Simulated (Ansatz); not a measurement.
# LuP: the crystal squeezed far

The task here is to estimate one member of a computed series from the others.

Program: Ansatz 0.2.0. Level of theory: DFT LDA, with the methods named in each step. These are calculated values, not measurements.

4 further runs of the same task are left out: 4 that didn't finish.

### The starting structure

The structure is cubic, space group Pm-3m (No. 221). The conventional cell has a = 3.217 Å, b = 3.217 Å, c = 3.217 Å, α = 90.00°, β = 90.00°, γ = 90.00°. Lu (site symmetry m-3m) is surrounded by 8 P at 2.79 Å. Around P (site symmetry m-3m) lie 8 Lu at 2.79 Å.

Coordinates:

```cif
data_structure
_symmetry_space_group_name_H-M 'P 1'
_symmetry_Int_Tables_number 1
_cell_length_a 3.2172
_cell_length_b 3.2172
_cell_length_c 3.2172
_cell_angle_alpha 90.000
_cell_angle_beta 90.000
_cell_angle_gamma 90.000
_cell_volume 33.30
loop_
_atom_site_label
_atom_site_type_symbol
_atom_site_fract_x
_atom_site_fract_y
_atom_site_fract_z
_atom_site_occupancy
Lu1 Lu 0.00000 0.00000 0.00000 1
P1 P 0.50000 0.50000 0.50000 1
```

Whether this phase is the stable one at these pressures isn't tested.

Atoms are numbered in the order of the input: Lu1, P2.

Set-up of the first run:

File input.yaml:

```yaml
crystal:
  lattice:
    - [3.217223081, 0.0, 0.0]
    - [0.0, 3.217223081, 0.0]
    - [0.0, 0.0, 3.217223081]
  atoms:
    - { symbol: Lu, position: [0.0, 0.0, 0.0] }
    - { symbol: P, position: [0.5, 0.5, 0.5] }
kpoints:
  mp_grid: { grid: [12, 12, 12] }
scf:
  occupations: { method: fermi_dirac, width: 0.1 }
hamiltonian:
  xc: lda
  pseudopotentials: { kind: paw }
output:
  forces: true
  stress: true
relax:
  f_tol: 0.005
  max_steps: 40
  cell: {}
```

Run with:

```console
$ ansatz run input.yaml --threads 1 --pin off --max-ram 2048MiB --backend cpu --events-out ev --progress --plain --runs-dir out
```

Among the steps run: Cell relaxed at zero pressure, PAW; Volume scaled by 1, PAW; Volume scaled by 0.9, PAW; Volume scaled by 0.8, PAW; Volume scaled by 0.7, PAW; Volume scaled by 0.6, PAW; Volume scaled by 0.6, PAW (source ansatz); Volume scaled by 0.5, PAW; Volume scaled by 0.4, PAW; Volume scaled by 0.4, PAW (cutoff 250 eV).

One of the session's tables, all rows but one given; the rest of the session is left out.

| method | volume over the first | volume (Å³/atom) | pressure (GPa) |
| --- | --- | --- | --- |
| PAW | 1 | 18.224 | 0.04 |
| PAW | 0.9 | 16.402 | 13.78 |
| PAW | 0.8 | 14.579 | 36.59 |
| PAW | 0.7 | 12.757 | 74.76 |
| PAW | 0.6 | 10.935 | 142.51 |
| PAW | 0.5 | ? | ? |
| PAW | 0.4 | 7.290 | 550.37 |
| PAW (cutoff 250 eV) | 0.4 | 7.290 | 585.58 |
| PAW (source ansatz) | 0.6 | 10.935 | 143.06 |

Estimate the missing values for PAW, 0.5.

The run gave: volume (Å³/atom): 9.112; pressure (GPa): 271.86. In the column «volume (Å³/atom)» it lies between PAW (cutoff 250 eV), 0.4 (7.290) and PAW, 0.6 (10.935).

To keep in mind: Warnings in the runs' records: cutoff below recommended.
